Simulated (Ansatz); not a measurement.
# BFH₇NSi₂: one species, many methods

How much do the methods differ for BFH₇NSi₂? The plan is to run it at one geometry with functionals of several rungs and with coupled cluster, and see how far each lands from CCSD(T) at the basis-set limit for the atomisation energy.

Method: functionals in def2-TZVPP, the program's frozen cores in correlated methods; program: Ansatz 0.2.0, Gaussian basis.

The runs, in order: LDA (SPW92), PBE-D4, revPBE-D4, BLYP-D4, r2SCAN-D4, B97M-V, PBE0-D4, B3LYP-D4, r2SCANh-D4, r2SCAN0-D4, HSE06-D4, BHLYP-D4, CAM-B3LYP-D4, LC-ωPBE, ωB97X-V, ωB97M-V, B2PLYP, PBE-QIDH; CCSD(T)/def2-SVP; CCSD(T)/def2-TZVPP; MP2/def2-QZVPP; extrapolation to the limit; RPA on PBE.

## (1) The geometry

The geometry comes from an earlier relaxation with PBE0-D4 in a triple-zeta def2 set; it is a stationary point, not always the lowest conformer.

SMILES `FBN([SiH3])[SiH3]`, 12 atoms, charge 0, spin multiplicity 1.

Atoms are counted from 1 here; the program's logs count them from 0.

Bond lengths: F1–B2 1.339 Å, B2–N3 1.409 Å, B2–H6 1.196 Å, N3–Si4 1.749 Å, N3–Si5 1.759 Å, Si4–H7 1.485 Å, Si4–H8 1.485 Å, Si4–H9 1.482 Å, Si5–H10 1.482 Å, Si5–H11 1.486 Å, Si5–H12 1.482 Å. Angles: F1–B2–N3 118.6°, F1–B2–H6 117.9°, N3–B2–H6 123.5°, B2–N3–Si4 121.5°, B2–N3–Si5 119.2°, Si4–N3–Si5 119.3°, N3–Si4–H7 109.9°, N3–Si4–H8 109.9°, N3–Si4–H9 108.6°, H7–Si4–H8 108.3°, H7–Si4–H9 110.1°, H8–Si4–H9 110.1°, N3–Si5–H10 110.9°, N3–Si5–H11 106.0°, N3–Si5–H12 110.9°, H10–Si5–H11 109.5°, H10–Si5–H12 110.0°, H11–Si5–H12 109.4°.

## (2) LDA

This LDA is Slater exchange with PW92 correlation.

in.yaml

```yaml
crystal:
  periodic: [false, false, false]
  atoms:
    - {symbol: F, position_ang: [0.720937, 2.419914, 0.529967]}
    - {symbol: B, position_ang: [0.041039, 1.355993, 0.975288]}
    - {symbol: N, position_ang: [-0.006339, 0.201574, 0.169349]}
    - {symbol: Si, position_ang: [-0.873205, -1.231206, 0.674828]}
    - {symbol: Si, position_ang: [0.824907, 0.204099, -1.381076]}
    - {symbol: H, position_ang: [-0.495184, 1.440346, 2.040694]}
    - {symbol: H, position_ang: [0.057313, -2.386869, 0.743743]}
    - {symbol: H, position_ang: [-1.941368, -1.549885, -0.306921]}
    - {symbol: H, position_ang: [-1.467839, -0.977030, 2.008098]}
    - {symbol: H, position_ang: [0.272172, 1.247964, -2.276561]}
    - {symbol: H, position_ang: [0.586139, -1.136506, -1.976944]}
    - {symbol: H, position_ang: [2.281418, 0.411616, -1.200474]}
basis:
  gaussian: {orbitals: def2-TZVPP}
hamiltonian: {xc: lda}
output: {orbitals: {seedname: orbitals}}
```

After this run come: PBE-D4 (GGA); revPBE-D4 (GGA); BLYP-D4 (GGA); r2SCAN-D4 (meta-GGA); B97M-V (meta-GGA); PBE0-D4 (hybrid); B3LYP-D4 (hybrid); r2SCANh-D4 (hybrid); r2SCAN0-D4 (hybrid); HSE06-D4 (hybrid); BHLYP-D4 (hybrid); CAM-B3LYP-D4 (range-separated); LC-ωPBE-D4 (range-separated); ωB97X-V (range-separated); ωB97M-V (range-separated); B2PLYP (double hybrid); PBE-QIDH (double hybrid); CCSD(T) in def2-SVP; CCSD(T) in def2-TZVPP; MP2 in def2-QZVPP; RPA on PBE orbitals.

Before running them: what should the planned runs give, taken together? Wanted: atomisation energy, CCSD(T)/CBS; farthest beyond LDA; mean size of error, GGA; mean size of error, meta-GGA; mean size of error, hybrid; mean size of error, range-separated; mean size of error, double hybrid; gap, smallest and largest; T1 diagnostic.

**Answer**, as computed:

| quantity | value |
| --- | --- |
| atomisation energy, CCSD(T)/CBS | 43.477 eV |
| functionals within 0.217 eV (0.5 %) | PBE-D4, BLYP-D4, r2SCAN-D4, B97M-V, B3LYP-D4, ωB97M-V |
| farthest beyond LDA | revPBE-D4 (-0.876 eV) |
| mean size of error, GGA | 0.360 eV |
| mean size of error, meta-GGA | 0.080 eV |
| mean size of error, hybrid | 0.393 eV |
| mean size of error, range-separated | 0.308 eV |
| mean size of error, double hybrid | 0.460 eV |
| gap, smallest and largest | 5.95 eV (LDA (SPW92)), 13.25 eV (LC-ωPBE) |
| T1 diagnostic | 0.0125 |
| triples share of the correlation energy | 3.3 % |

What this shows: The LDA atomisation energy is off by 5.034 eV (12 %): it overbinds. PBE-D4 misses by -0.028 eV. Double hybrids carry the basis error of their MP2 part in triple zeta, and no dispersion term here, so their miss is partly the set-up's. By mean error the best rung here is meta-GGA (0.080 eV) and the worst beyond LDA is double hybrid (0.460 eV). The reference freezes the cores and leaves out relativity and excitations past (T), so misses under about 0.217 eV can't be ranked. Hartree-Fock recovers 76 % of the binding; the rest is correlation. CCSD(T) in def2-SVP is off by -2.650 eV, which most functionals beat. Orbital gaps span 6.0 to 13.2 eV; exact exchange widens them.
